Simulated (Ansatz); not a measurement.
# In3Se: the cost of one run

Computed with Ansatz 0.2.0 (DFT PBEsol, scalar-relativistic, plane waves, PAW, unless a step's input says otherwise).

2 further runs of the same task are left out: 2 set aside as unsound or not needed.

## (1) The starting structure

The structure is cubic, space group Pm-3m (No. 221). The conventional cell has a = 4.668 Å, b = 4.668 Å, c = 4.668 Å, α = 90.00°, β = 90.00°, γ = 90.00°. In (site symmetry 4/mmm) has 8 In at 3.30 Å and 4 Se at 3.30 Å in its first shell of neighbours. Se (site symmetry m-3m) is surrounded by 12 In at 3.30 Å.

Coordinates:

```
In Se
1.0
     4.66842    0.00000    0.00000
     0.00000    4.66842    0.00000
     0.00000    0.00000    4.66842
In Se
3 1
Direct
  0.00000 0.50000 0.50000
  0.50000 0.00000 0.50000
  0.50000 0.50000 0.00000
  0.00000 0.00000 0.00000
```

It goes back to an entry of the Materials Project, which need not be the stable form.

It is the result of an earlier relaxation at this level (volume 25.44 Å³/atom; gap on the mesh: none (metal)).

## (2) The reference: the undisturbed cell on the scan's mesh

input.yaml reads:

```yaml
crystal:
  lattice:
    - [4.668420868, 0.0, 0.0]
    - [0.0, 4.668420868, 0.0]
    - [0.0, 0.0, 4.668420868]
  atoms:
    - { symbol: In, position: [0.0, 0.5, 0.5] }
    - { symbol: In, position: [0.5, 0.0, 0.5] }
    - { symbol: In, position: [0.5, 0.5, 0.0] }
    - { symbol: Se, position: [0.0, 0.0, 0.0] }
basis:
  ecutwfc: 420
kpoints:
  mp_grid: { grid: [8, 8, 8] }
hamiltonian:
  xc: pbesol
scf:
  occupations: { method: gaussian, width: 0.15 }
output:
  forces: true
  stress: true
  eigenvalues: true
  write_density: true
  write_potential: true
  elf: true
  volumetric_format: npy
```

Run with:

```
ansatz run input.yaml --threads 2 --pin off --max-ram 5120MiB --backend cpu --events-out ev --progress --plain --runs-dir out
```

Q: Estimate wall time and peak memory on 2 threads of Intel Xeon 6975P-C (Granite Rapids), shared host.

About 2.3 s, with a peak of 0.47 GiB.
